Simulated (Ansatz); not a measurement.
Mg, space group P6/mmm: a comparison of norm-conserving and PAW potentials, run with the Ansatz DFT code, driven from Python.

`run_nc_paw.py`
```python
# -*- coding: utf-8 -*-
"""Two kinds of potentials on Mg."""

import ansatz as az
from ase import Atoms
import numpy as np

FUNCTIONAL = "pbesol"
MESH = (13, 13, 11)
OCCUPATIONS = "Fermi-Dirac"
WIDTH_EV = 0.1


def count_gap(report):
    # lowest empty less highest filled band, counting bands; zero where they overlap
    return max(report.get("gap_by_band_count_ev") or 0.0, 0.0)


def main():
    atoms = Atoms(
        ["Mg"],
        scaled_positions=[
            (0.0, 0.0, 0.0),
        ],
        cell=[
            (3.0503, 0.0, 0.0),
            (-1.52515, 2.641637, 0.0),
            (0.0, 0.0, 3.044838),
        ],
        pbc=True,
    )
    mg = az.Crystal.from_ase(atoms)

    job = mg.calculation()
    job = job.functional(FUNCTIONAL).kpoints(mesh=MESH, center="gamma")
    job = job.occupations(OCCUPATIONS, width=WIDTH_EV)
    job = job.stress().forces()
    job = job.band_table()
    variants = {
        "PAW": job.pseudopotentials("paw"),
        "norm-conserving": job.pseudopotentials("nc"),
    }
    # totals differ by the cores that each treatment holds, so compare what does not depend on them
    rows = []
    for label, variant in variants.items():
        report = variant.run(threads=1).report
        levels = np.array(report["eigenvalues_ev"][0]) - report["fermi_energy_ev"]
        print(label, "levels at the first k-point near E_F:", np.round(levels[np.abs(levels) < 5], 3))
        rows.append((label, report["n_electrons"], np.trace(report["stress_gpa"]) / 3, count_gap(report)))
    for row in rows:
        print("; ".join(f"{name} = {round(v, 4) if isinstance(v, float) else v}" for name, v in zip(["treatment", "electrons in bands", "P GPa", "gap by band count eV"], row)))


if __name__ == "__main__":
    main()
```

How well do the two treatments of the cores agree on the pressure?

PAW gives 0.663 GPa and norm-conserving 0.689 GPa, 0.027 GPa apart. They took 1.5 and 6.5 s of processor time.

The output:

```console
$ python run_nc_paw.py
DeckWarning: basis.ecutwfc = 420 eV, auto-derived from the records' recommended cutoffs: set by Mg (normal level)
PAW levels at the first k-point near E_F: []
DeckWarning: basis.ecutwfc = 1142.878222 eV, auto-derived from the records' recommended cutoffs: set by Mg (normal level)
norm-conserving levels at the first k-point near E_F: []
treatment = PAW; electrons in bands = 10.0; P GPa = 0.6626; gap by band count eV = 0.0
treatment = norm-conserving; electrons in bands = 10.0; P GPa = 0.6893; gap by band count eV = 0.0
```
(Warnings from the package without file and line.)

Caveats:
- The computed bands are complete only to about 5.6 eV above the Fermi level.
- A gap by band count of zero or less means overlapping bands, a metal.
- This isn't the structure that Mg takes at ambient conditions.
- Levels are Kohn-Sham eigenvalues on this mesh.
- Stress is positive in compression.
- Timing: 8.8 s on 1 thread of Intel(R) Xeon(R) Processor @ 2.70GHz, on a shared host, peak memory 0.46 GiB.
